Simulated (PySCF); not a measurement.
# C2H8F3NSi2: the cost of one run

Programs: PySCF 2.14.0, with density-fitted response routines of our own. Each step states its level of theory. These are calculated values for one molecule in the gas phase, unless marked as measured. Atoms count from 0, in the outputs and in this text.

## Step 1: The starting structure

16 atoms, charge 0, multiplicity 1; geometry from: GFN2-xTB.

Bonds of the start (Å): N0–Si1 1.73, Si1–Si2 2.31, Si2–C3 1.92, C3–C4 1.49, C4–F5 1.35, C4–F6 1.35, C4–F7 1.35, N0–H8 1.01, N0–H9 1.01, Si1–H10 1.46, Si1–H11 1.48, Si2–H12 1.47, Si2–H13 1.47, C3–H14 1.09, C3–H15 1.09.

## Step 2: Ultraviolet spectrum: B3LYP/def2-SVPD

What the job is given:

```
{"job": {"kind": "uv", "xc": "B3LYP", "basis": "def2-SVPD", "nstates": 8, "ntriplets": 3}, "charge": 0, "multiplicity": 1}
N      2.485374    -0.864949    -0.102457
Si     1.674336     0.251107     0.936581
Si     0.006534     1.199702    -0.358227
C     -1.295160    -0.093566    -0.935102
C     -2.160283    -0.520009     0.201802
F     -3.090641    -1.433895    -0.145621
F     -1.464841    -1.079006     1.211722
F     -2.842718     0.501972     0.750540
H      2.796493    -0.562098    -1.011900
H      3.167199    -1.493102     0.292365
H      1.252355    -0.571897     2.068842
H      2.541400     1.322603     1.470460
H     -0.763616     2.262749     0.294382
H      0.451798     1.763520    -1.645550
H     -0.814445    -0.984928    -1.334916
H     -1.951384     0.310741    -1.704331
```

Level: TDDFT B3LYP/def2-SVPD, vertical, gas phase, core orbitals frozen in the response.

Started as:

```
$ OMP_NUM_THREADS=1 python probes_run.py task.json out
```

This one command runs all jobs of the session in turn.

**Question.** How long does this job take on 1 thread of Arm Neoverse N1, shared host, and how much memory does it need?

About 1.9 min, with a peak of 0.96 GiB.
